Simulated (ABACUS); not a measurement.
Wanted: the native input for an ABACUS 3.10.1 run.

```
Task                                          : single point
Functional                                    : PBE
Potentials or basis                           : PseudoDojo NC SR 0.4.1 PBE standard
Cutoff                                        : 1184 eV
Density cutoff                                : 4735 eV
Basis                                         : plane waves
k mesh                                        : 9 × 9 × 6
Occupations                                   : fermi-dirac, width 0.05 eV
Spin                                          : no spin polarisation
Radial cutoff of the potentials (pseudo_rcut) : 7 bohr
SCF threshold on the density                  : 1e-08
Max SCF steps                                 : 100
Eigensolver                                   : dav
Mixing                                        : broyden
Mixing share                                  : 0.7
Symmetry key                                  : 1
```

Crystal: MoSe.

```
CELL_PARAMETERS angstrom
3.47067 0.00000 0.00000
-1.73533 3.00569 0.00000
0.00000 0.00000 4.37280
ATOMIC_POSITIONS crystal
Mo 0.66389 0.33749 0.01988
Se 0.35496 0.68646 0.11841
```

The cell was built by a generator and needn't be a form met in nature.

The cell isn't the ideal one: atoms moved at random, drawn with an rms of 0.05 Å.

One way to write it, as run:

INPUT

```
INPUT_PARAMETERS
suffix              MoSe
calculation         scf
basis_type          pw
pseudo_dir          ./
symmetry            1
dft_functional      pbe
ecutwfc             87
pseudo_rcut         7
nspin               1
nbands              19
ks_solver           dav
smearing_method     fd
smearing_sigma      0.00367493
scf_thr             1e-08
scf_nmax            100
mixing_type         broyden
mixing_beta         0.7
cal_force           1
cal_stress          1
kpar                4
```

STRU

```
ATOMIC_SPECIES
Mo 95.9500 Mo.upf
Se 78.9710 Se.upf

LATTICE_CONSTANT
1.8897261246

LATTICE_VECTORS
3.4706685900 0.0000000000 0.0000000000
-1.7353343000 3.0056871700 0.0000000000
0.0000000000 0.0000000000 4.3727953400

ATOMIC_POSITIONS
Direct

Mo
0.0
1
0.6638880000 0.3374930000 0.0198780000 1 1 1

Se
0.0
1
0.3549630000 0.6864620000 0.1184120000 1 1 1
```

KPT

```
K_POINTS
0
Gamma
9 9 6 0 0 0
```

Potentials or basis: PseudoDojo NC SR 0.4.1 PBE standard, plane waves.

Run with:

```bash
$ OMP_NUM_THREADS=1 mpirun -np 4 abacus > log
```

It gave:

- Pressure: 68.9 GPa
- Largest force: 7.560 eV/Å
- Band gap on the k mesh: none (metal or under the smearing width)

Caveat: the cell as given lies far from equilibrium.

It took 70 s on 4 MPI ranks on Intel(R) Xeon(R) Platinum 8488C (Sapphire Rapids), on a shared host, peak memory 0.72 GiB a rank.
